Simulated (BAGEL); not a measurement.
**GeSiH5Cl (SMILES Cl[SiH2][GeH3]): HF/6-31G(d) (density fitting with qzvpp-jkfit, spherical functions)**

Aim: the vertical ionisation energy of GeSiH5Cl at HF/6-31G* (density fitting with qzvpp-jkfit, spherical functions), from 2 runs. 

The calculation is run with BAGEL 1.2.2.

## (1) The system as given

The species is GeSiH5Cl (8 atoms), meant as a singlet with charge 0. SMILES: `Cl[SiH2][GeH3]`. Geometry: relaxed at PBE0-D4/def2-TZVP.

Bond lengths: Cl1–Si2 2.062 Å, Si2–Ge3 2.377 Å, Si2–H4 1.484 Å, Si2–H5 1.484 Å, Ge3–H6 1.536 Å, Ge3–H7 1.538 Å, Ge3–H8 1.536 Å. Some angles: Cl1–Si2–Ge3 109.1°, Cl1–Si2–H4 107.8°, Cl1–Si2–H5 107.8°, Ge3–Si2–H4 111.5°, Ge3–Si2–H5 111.5°, Si2–Ge3–H6 110.0°, Si2–Ge3–H7 109.9°, Si2–Ge3–H8 110.0°, H4–Si2–H5 109.1°, H6–Ge3–H7 108.9°.

## (2) A single-point energy at HF/6-31G(d) (density fitting with qzvpp-jkfit, spherical functions)

Contents of calc.json:

```json
{ "bagel" : [

{
  "title" : "molecule",
  "basis" : "6-31gs.json",
  "df_basis" : "qzvpp-jkfit",
  "angstrom" : true,
  "geometry" : [
    { "atom" : "Cl", "xyz" : [      -2.290300,       1.217200,      -0.310600 ] },
    { "atom" : "Si", "xyz" : [      -0.414100,       0.602600,      -0.906900 ] },
    { "atom" : "Ge", "xyz" : [       0.581500,      -0.662200,       0.842700 ] },
    { "atom" : "H", "xyz" : [      -0.573600,      -0.206400,      -2.140800 ] },
    { "atom" : "H", "xyz" : [       0.380700,       1.815700,      -1.222200 ] },
    { "atom" : "H", "xyz" : [       0.711200,       0.201700,       2.106100 ] },
    { "atom" : "H", "xyz" : [       1.981500,      -1.135500,       0.415600 ] },
    { "atom" : "H", "xyz" : [      -0.284600,      -1.890300,       1.160200 ] }
  ]
},

{ "title" : "hf" },

{ "title" : "print", "file" : "orbitals.molden", "orbitals" : true }

]}
```

The basis set 6-31G* is read from a file made from the Basis Set Exchange's data (not shown).

Started as:

```bash
BAGEL_NUM_THREADS=1 BAGEL calc.json > calc.out
```

Standard output:

```text
* using 1 threads per process

  ===============================================================
  ===============================================================

  *** Geometry ***

  { "atom" : "Cl", "xyz" : [     -4.328040,      2.300175,     -0.586949 ] },
  { "atom" : "Si", "xyz" : [     -0.782536,      1.138749,     -1.713793 ] },
  { "atom" : "Ge", "xyz" : [      1.098876,     -1.251377,      1.592472 ] },
  { "atom" : "H", "xyz" : [     -1.083947,     -0.390039,     -4.045526 ] },
  { "atom" : "H", "xyz" : [      0.719419,      3.431176,     -2.309623 ] },
  { "atom" : "H", "xyz" : [      1.343973,      0.381158,      3.979952 ] },
  { "atom" : "H", "xyz" : [      3.744492,     -2.145784,      0.785370 ] },
  { "atom" : "H", "xyz" : [     -0.537816,     -3.572149,      2.192460 ] },

  Number of auxiliary basis functions:      612

  Since a DF basis is specified, we compute 2- and 3-index integrals:
    o Being stored without compression. Storage requirement is 0.030 GB

  Number of basis functions:       78
  Number of electrons      :       68

    * METHOD: MOLECULE                             0.47

  *** RHF ***

  === Nuclear Repulsion ===
   314.9086464982

      * DIIS with orbital gradients will be used.

  === RHF iteration (6-31gs.json) ===
      0      -2826.35858402          0.00782664           0.16
      1      -2826.41241593          0.00281322           0.15
      2      -2826.41862958          0.00086180           0.15
      3      -2826.41932224          0.00013611           0.15
      4      -2826.41933198          0.00005104           0.15
      5      -2826.41933347          0.00000661           0.15
      6      -2826.41933353          0.00000139           0.15
      7      -2826.41933354          0.00000037           0.15
      8      -2826.41933354          0.00000010           0.15
      9      -2826.41933354          0.00000003           0.15
     10      -2826.41933354          0.00000001           0.15
    * SCF iteration converged.

    * Permanent dipole moment:
           (   -0.720600,     0.278046,     0.136793) a.u.

    * METHOD: HF                                   2.02

    * METHOD: PRINT                                0.01

  ===============================================================
```

Run time: 2.7 s. Hardware: 1 thread of Arm Neoverse V1, shared host; peak memory 0.15 GiB.

## (3) The doublet cation, same level

Contents of input.json:

```json
{ "bagel" : [

{
  "title" : "molecule",
  "basis" : "6-31gs.json",
  "df_basis" : "qzvpp-jkfit",
  "angstrom" : true,
  "geometry" : [
    { "atom" : "Cl", "xyz" : [      -2.290300,       1.217200,      -0.310600 ] },
    { "atom" : "Si", "xyz" : [      -0.414100,       0.602600,      -0.906900 ] },
    { "atom" : "Ge", "xyz" : [       0.581500,      -0.662200,       0.842700 ] },
    { "atom" : "H", "xyz" : [      -0.573600,      -0.206400,      -2.140800 ] },
    { "atom" : "H", "xyz" : [       0.380700,       1.815700,      -1.222200 ] },
    { "atom" : "H", "xyz" : [       0.711200,       0.201700,       2.106100 ] },
    { "atom" : "H", "xyz" : [       1.981500,      -1.135500,       0.415600 ] },
    { "atom" : "H", "xyz" : [      -0.284600,      -1.890300,       1.160200 ] }
  ]
},

{
  "title" : "uhf",
  "charge" : 1,
  "nopen" : 1
},

{
  "title" : "print",
  "file" : "orbitals.molden",
  "orbitals" : true
}

]}
```

The basis set 6-31G* is read from a file made from the Basis Set Exchange's data (not shown).

Started as:

```bash
BAGEL_NUM_THREADS=1 BAGEL input.json > input.out
```

Standard output:

```text
* using 1 threads per process

  ===============================================================
  ===============================================================

  *** Geometry ***

  { "atom" : "Cl", "xyz" : [     -4.328040,      2.300175,     -0.586949 ] },
  { "atom" : "Si", "xyz" : [     -0.782536,      1.138749,     -1.713793 ] },
  { "atom" : "Ge", "xyz" : [      1.098876,     -1.251377,      1.592472 ] },
  { "atom" : "H", "xyz" : [     -1.083947,     -0.390039,     -4.045526 ] },
  { "atom" : "H", "xyz" : [      0.719419,      3.431176,     -2.309623 ] },
  { "atom" : "H", "xyz" : [      1.343973,      0.381158,      3.979952 ] },
  { "atom" : "H", "xyz" : [      3.744492,     -2.145784,      0.785370 ] },
  { "atom" : "H", "xyz" : [     -0.537816,     -3.572149,      2.192460 ] },

  Number of auxiliary basis functions:      612

  Since a DF basis is specified, we compute 2- and 3-index integrals:
    o Being stored without compression. Storage requirement is 0.030 GB

  Number of basis functions:       78
  Number of electrons      :       68

    * METHOD: MOLECULE                             0.47

  *** Open-shell HF ***

  === Nuclear Repulsion ===
   314.9086464982

      * DIIS with orbital gradients will be used.

  === UHF iteration (6-31gs.json) ===
      0      -2825.93739281          0.02007704           0.30
      1      -2826.03348673          0.01011005           0.29
      2      -2826.04957076          0.00478080           0.29
      3      -2826.05386204          0.00094206           0.30
      4      -2826.05427825          0.00043057           0.30
      5      -2826.05437330          0.00018270           0.29
      6      -2826.05442548          0.00007528           0.30
      7      -2826.05443881          0.00003540           0.30
      8      -2826.05444240          0.00001687           0.30
      9      -2826.05444346          0.00000809           0.30
     10      -2826.05444366          0.00000535           0.30
     11      -2826.05444373          0.00000356           0.29
     12      -2826.05444376          0.00000149           0.29
     13      -2826.05444377          0.00000069           0.29
     14      -2826.05444377          0.00000041           0.29
     15      -2826.05444377          0.00000025           0.29
     16      -2826.05444377          0.00000017           0.29
     17      -2826.05444377          0.00000011           0.29
     18      -2826.05444377          0.00000007           0.29
     19      -2826.05444377          0.00000005           0.29
     20      -2826.05444377          0.00000003           0.29
     21      -2826.05444377          0.00000002           0.30
     22      -2826.05444377          0.00000001           0.30
    * SCF iteration converged.

    * S^2 (UHF) is 0.7614

    * Permanent dipole moment:
           (   -1.051354,     0.328814,     0.368551) a.u.

    * METHOD: UHF                                  7.13

    * METHOD: PRINT                                0.01

  ===============================================================
```

It took 7.8 s on 1 thread of Arm Neoverse V1, shared host; peak memory 0.15 GiB.

## (4) Results

At HF/6-31G* (density fitting with qzvpp-jkfit, spherical functions):

```
                                          quantity           value
                    singlet GeSiH5Cl: total energy  -2826.41933 Eh
                   singlet GeSiH5Cl: dipole moment          1.99 D
                     singlet GeSiH5Cl: HOMO energy       -10.85 eV
                     singlet GeSiH5Cl: LUMO energy         2.86 eV
                   singlet GeSiH5Cl: HOMO–LUMO gap        13.71 eV
                      doublet cation: total energy  -2826.05444 Eh
                              doublet cation: ⟨S²⟩           0.761
vertical ionisation energy (to the doublet cation)        9.929 eV
```

What this shows: Removing an electron at fixed nuclei costs 9.93 eV (958 kJ/mol). −ε(HOMO) before ionisation, 10.85 eV, is 0.92 eV above this ionisation energy.
